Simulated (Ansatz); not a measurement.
# HfB: the cost of one run

Program: Ansatz 0.2.0. Level of theory: DFT, PBE, PAW with Ansatz's default frozen-core files, scalar-relativistic. These are calculated values, not measurements.

## (1) Starting point

Symmetry: Fm-3m, No. 225, cubic system. Conventional cell: a = 4.620 Å, b = 4.620 Å, c = 4.620 Å, α = 90.00°, β = 90.00°, γ = 90.00°. Hf (site symmetry m-3m) has 6 B at 2.31 Å as nearest neighbours. B (site symmetry m-3m) has 6 Hf at 2.31 Å as nearest neighbours.

As a file:

```
CELL_PARAMETERS angstrom
0.00000 2.31000 2.31000
2.31000 0.00000 2.31000
2.31000 2.31000 0.00000
ATOMIC_POSITIONS crystal
Hf 0.50000 0.50000 0.50000
B 0.00000 0.00000 0.00000
```

Atoms are numbered in the order of the input: Hf1, B2.

## (2) Free moments from the typed start, PAW

The input, input.yaml:

```yaml
crystal:
  lattice:
    - [0.0, 2.31, 2.31]
    - [2.31, 0.0, 2.31]
    - [2.31, 2.31, 0.0]
  atoms:
    - { symbol: Hf, position: [0.5, 0.5, 0.5], spin: 0.6 }
    - { symbol: B, position: [0.0, 0.0, 0.0] }
magnetization:
  spin_polarized: true
kpoints:
  mp_grid: { grid: [11, 11, 11] }
scf:
  occupations: { method: fermi_dirac, width: 0.05 }
  lower_state_search: "off"
hamiltonian:
  xc: pbe
  pseudopotentials: { kind: paw }
output:
  forces: true
  stress: true
  eigenvalues: true
  populations: true
  dos: { projected: true, de: 0.1, e_range: [-8, 5] }
  write_density: true
  write_potential: true
  elf: true
  volumetric_format: npy
```

On the command line:

```
$ ansatz run input.yaml --threads 1 --pin off --max-ram 3072MiB --backend cpu --events-out ev --progress --plain --runs-dir out
```

Q: Estimate wall time and peak memory on 1 thread of Arm Neoverse V1, shared host.

About 8.6 s, with a peak of 0.31 GiB.
